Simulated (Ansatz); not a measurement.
# CH₇NSeSi: one species, many methods

Aim: compute CH₇NSeSi with functionals from several rungs and with coupled cluster. The yardstick is the atomisation energy at the CCSD(T) limit.

Method: functionals in def2-TZVPP, the program's frozen cores in correlated methods; program: Ansatz 0.2.0, Gaussian basis.

The runs, in order: PBE-D4, r2SCAN-D4, PBE0-D4, B3LYP-D4, ωB97X-V, ωB97M-V, B2PLYP; CCSD(T)/def2-TZVPP; MP2/def2-QZVPP; extrapolation to the limit.

## 1. Structure used throughout

All runs share one geometry, relaxed beforehand with PBE0-D4/def2-TZVP.

SMILES `NC([SiH3])[SeH]`, 11 atoms, charge 0, spin multiplicity 1.

Atoms are counted from 1 here; the program's logs count them from 0.

Bond lengths: N1–C2 1.453 Å, N1–H5 1.013 Å, N1–H6 1.012 Å, C2–Si3 1.890 Å, C2–Se4 1.979 Å, C2–H7 1.092 Å, Si3–H8 1.488 Å, Si3–H9 1.491 Å, Si3–H10 1.486 Å, Se4–H11 1.471 Å. Angles: C2–N1–H5 111.7°, C2–N1–H6 111.1°, H5–N1–H6 108.7°, N1–C2–Si3 114.6°, N1–C2–Se4 105.9°, N1–C2–H7 107.9°, Si3–C2–Se4 110.7°, Si3–C2–H7 111.0°, Se4–C2–H7 106.4°, C2–Si3–H8 112.4°, C2–Si3–H9 108.8°, C2–Si3–H10 107.9°, H8–Si3–H9 109.1°, H8–Si3–H10 109.8°, H9–Si3–H10 108.8°, C2–Se4–H11 96.1°.

As a file:

```xyz
11

N    -0.28675    1.62849   -0.43513
C    -0.61643    0.23728   -0.17881
Si    0.67380   -0.70395    0.83145
Se   -0.85655   -0.59775   -1.95665
H     0.67843    1.73807   -0.72254
H    -0.44745    2.19835    0.38559
H    -1.59196    0.20857    0.31009
H     0.33817   -2.14584    0.97886
H     0.76891   -0.08477    2.18459
H     1.98415   -0.56025    0.14487
H    -0.57901   -1.97509   -1.52162
```

## 2. PBE-D4 (GGA)

in.yaml reads:

```yaml
crystal:
  periodic: [false, false, false]
  atoms:
    - {symbol: N, position_ang: [-0.286753, 1.628490, -0.435131]}
    - {symbol: C, position_ang: [-0.616430, 0.237283, -0.178808]}
    - {symbol: Si, position_ang: [0.673796, -0.703952, 0.831454]}
    - {symbol: Se, position_ang: [-0.856545, -0.597754, -1.956652]}
    - {symbol: H, position_ang: [0.678430, 1.738074, -0.722543]}
    - {symbol: H, position_ang: [-0.447452, 2.198351, 0.385588]}
    - {symbol: H, position_ang: [-1.591961, 0.208568, 0.310089]}
    - {symbol: H, position_ang: [0.338170, -2.145843, 0.978855]}
    - {symbol: H, position_ang: [0.768906, -0.084771, 2.184593]}
    - {symbol: H, position_ang: [1.984155, -0.560254, 0.144873]}
    - {symbol: H, position_ang: [-0.579013, -1.975093, -1.521618]}
basis:
  gaussian: {orbitals: def2-TZVPP}
hamiltonian: {xc: pbe, dispersion: d4}
output: {forces: true, orbitals: {seedname: orbitals}}
```

On the command line:

```bash
$ ansatz run in.yaml --threads 4 --pin off --events-out ev --progress --plain --max-ram 10444MiB
```

Further steps of the session: r2SCAN-D4 (meta-GGA); PBE0-D4 (hybrid); B3LYP-D4 (hybrid); ωB97X-V (range-separated); ωB97M-V (range-separated); B2PLYP (double hybrid); CCSD(T) in def2-TZVPP; MP2 in def2-QZVPP.

**Question.** What will the summary of the whole plan be? Wanted: atomisation energy, CCSD(T)/CBS; farthest; mean size of error, hybrid; mean size of error, range-separated; gap, smallest and largest; T1 diagnostic; triples share of the correlation energy.

As calculated:

| quantity | value |
| --- | --- |
| atomisation energy, CCSD(T)/CBS | 831.6 kcal/mol |
| functionals within 8.3 kcal/mol (1.0 %) | r2SCAN-D4, PBE0-D4, B3LYP-D4, ωB97X-V, ωB97M-V |
| farthest | B2PLYP (-13.8 kcal/mol) |
| mean size of error, hybrid | 2.6 kcal/mol |
| mean size of error, range-separated | 2.0 kcal/mol |
| gap, smallest and largest | 4.05 eV (PBE-D4), 10.44 eV (ωB97X-V) |
| T1 diagnostic | 0.0102 |
| triples share of the correlation energy | 3.8 % |

PBE-D4 misses by +8.5 kcal/mol, or 0.9 kcal/mol for each of 10 bonds. Double hybrids carry the basis error of their MP2 part in triple zeta, and no dispersion term here, so their miss is partly the set-up's. Misses under about 8.3 kcal/mol are within the doubt on the reference itself, which lacks core-valence correlation, relativity and higher excitations, and its outer-core shells are covered unevenly. All levels share the lack of spin-orbit coupling, which lowers the free heavy atoms and so the true binding. Hartree-Fock recovers 70 % of the binding; the rest is correlation. Orbital gaps span 4.1 to 10.4 eV; exact exchange widens them. Correlated methods include outer-core shells of Se, which these sets cover unevenly.
